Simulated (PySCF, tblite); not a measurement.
**C₅H₁₂O₂SSi: geometry, infrared bands and NMR shifts**

What infrared bands and NMR shifts should C₅H₁₂O₂SSi (`CS[Si@@H](OC=O)C(C)C`) show?

Programs: tblite 0.8.0 and PySCF 2.14.0, with density-fitted response routines of our own. Each step states its level of theory. These are calculated values for one molecule in the gas phase, unless marked as measured. Atoms are numbered from 0 throughout.

**1. The starting structure**

21 atoms, charge 0, multiplicity 1; geometry from: force field or distance geometry start.

Bonds of the start (Å): C0–S1 1.79, S1–Si2 2.15, Si2–O3 1.67, O3–C4 1.33, C4–O5 1.23, Si2–C6 1.89, C6–C7 1.54, C6–C8 1.54, C0–H9 1.10, C0–H10 1.09, C0–H11 1.10, Si2–H12 1.48, C4–H13 1.10, C6–H14 1.10, C7–H15 1.11, C7–H16 1.10, C7–H17 1.09, C8–H18 1.10, C8–H19 1.09, C8–H20 1.09.

**2. Geometry optimisation with GFN2-xTB**

Job settings and geometry (Å):

```
{"job": {"kind": "relax", "xc": "GFN2-xTB", "basis": "xTB"}, "charge": 0, "multiplicity": 1}
C     -2.949600    -1.622000     0.604000
S     -1.232100    -1.407700     1.062800
Si    -0.477800    -0.026600    -0.396700
O     -1.313800     1.402500    -0.178700
C     -1.115000     2.485500    -0.929000
O     -0.338300     2.606200    -1.869600
C      1.397500     0.150600    -0.208000
C      1.830800     0.767800     1.138900
C      2.165000    -1.166400    -0.437700
H     -3.439300    -2.321700     1.299400
H     -3.043800    -2.024800    -0.409800
H     -3.495600    -0.669200     0.661600
H     -0.832600    -0.588600    -1.716900
H     -1.776800     3.292300    -0.593200
H      1.707000     0.852100    -0.990800
H      1.564100     0.116500     1.992300
H      1.346600     1.738200     1.302200
H      2.907100     0.917800     1.156500
H      1.927300    -1.908200     0.333300
H      1.922300    -1.595300    -1.409400
H      3.238200    -0.982100    -0.411600
```

On the command line:

```console
$ OMP_NUM_THREADS=1 python probes_run.py task.json out
```

One launch serves the whole session: the jobs run in the order shown.

**Question.** This job is followed by: GFN2-xTB harmonic vibrations, gas phase; GIAO PBE0/pcSseg-1 NMR shielding, non-relativistic, gas phase. What will the session give for the following? strongest single infrared mode (GFN2-xTB); zero-point energy (GFN2-xTB); ¹³C shifts against TMS (PBE0/pcSseg-1); ¹H shifts against TMS (PBE0/pcSseg-1, means over atoms taken as alike); ³³S shifts against CS2 (PBE0/pcSseg-1); ²⁹Si shifts against TMS (PBE0/pcSseg-1); ¹⁷O shifts against H2O (PBE0/pcSseg-1); surface potential, 1st and 99th percentile.

The runs gave:

| quantity | value |
| --- | --- |
| strongest single infrared mode (GFN2-xTB) | 1786 cm⁻¹, 477 km/mol |
| zero-point energy (GFN2-xTB) | 102.6 kcal/mol |
| ¹³C shifts against TMS (PBE0/pcSseg-1) | 164.7, 19.0, 18.1, 17.1, 11.7 ppm |
| ¹H shifts against TMS (PBE0/pcSseg-1, means over atoms taken as alike) | 8.05, 5.71, 2.21, 1.80, 1.13, 0.99 ppm |
| ³³S shifts against CS2 (PBE0/pcSseg-1) | -201 ppm |
| ²⁹Si shifts against TMS (PBE0/pcSseg-1) | 13.0 ppm |
| ¹⁷O shifts against H2O (PBE0/pcSseg-1) | 463.7, 216.2 ppm |
| surface potential, 1st and 99th percentile | -1.41 V and 1.15 V |

What this shows: Over 95 steps the energy fell by 0.173 eV; of the close pairs, C4–O5 changed most, 1.226 to 1.192 Å. No mode is imaginary among the 57: a minimum at this level. The strongest single mode, at 1786 cm⁻¹, moves mainly C4 and O5. Unscaled tight-binding wavenumbers are off by several per cent, some by more. Its intensities can rank the bands wrongly. At PBE0/pcSseg-1: The widest tensor belongs to O5: span 641 ppm, with a paramagnetic part of -531 ppm.
